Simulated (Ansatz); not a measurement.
**Mg3Te under changes of volume**

One of the cells (24.177 Å³/atom); the others are scaled copies at fixed shape and fractional positions:

```xyz
4
Lattice="-2.1394 2.1394 5.2825 2.1394 -2.1394 5.2825 2.1394 2.1394 -5.2825" Properties=species:S:1:pos:R:3 pbc="T T T"
Te    0.0000    0.0000    0.0000
Mg    2.1394    0.0000    2.6412
Mg    0.0000    2.1394    2.6412
Mg    0.0000    0.0000    5.2825
```

The cell comes from a database or a generator and needn't be the stable form of this composition.

```yaml
Program: Ansatz 0.2.0
Functional: LDA
Potentials_or_basis: Ansatz PAW
Cutoff: "420 eV (not typed: the program's choice for these potentials)"
k_mesh: 9 × 9 × 9
Occupations: fermi-dirac, width 0.05 eV
Spin: no spin polarisation
```

```csv
volume (Å³/atom),energy over the lowest point (meV/atom),pressure (GPa)
22.727,0.00,0.0
23.210,1.35,-0.8
23.694,5.13,-1.6
24.177,11.08,-2.3
24.661,?,?
25.144,28.62,-3.4
25.628,39.83,-3.9
```

Question: What does the run at 24.661 Å³/atom give?

Answer: Energy over the lowest point 18.97 meV/atom; pressure -2.9 GPa.

Worked out: A Birch-Murnaghan fit of order 3 (a polynomial in V^(-2/3)) to the other rows has its minimum at 22.72 Å³/atom, just outside them, with B0 = V·E''(V) = 42 GPa and B' = 4.3 at fixed shape and positions, which overstates the stiffness. It gives 18.99 meV/atom at 24.661 Å³/atom, against the run's 18.97, and -dE/dV = -2.9 GPa, against -2.9.

Energies are extrapolated to zero smearing.

Caveats: the PAW data sets come from PBE, with cores solved anew for the run's functional, which leaves a small shift of forces and pressure.
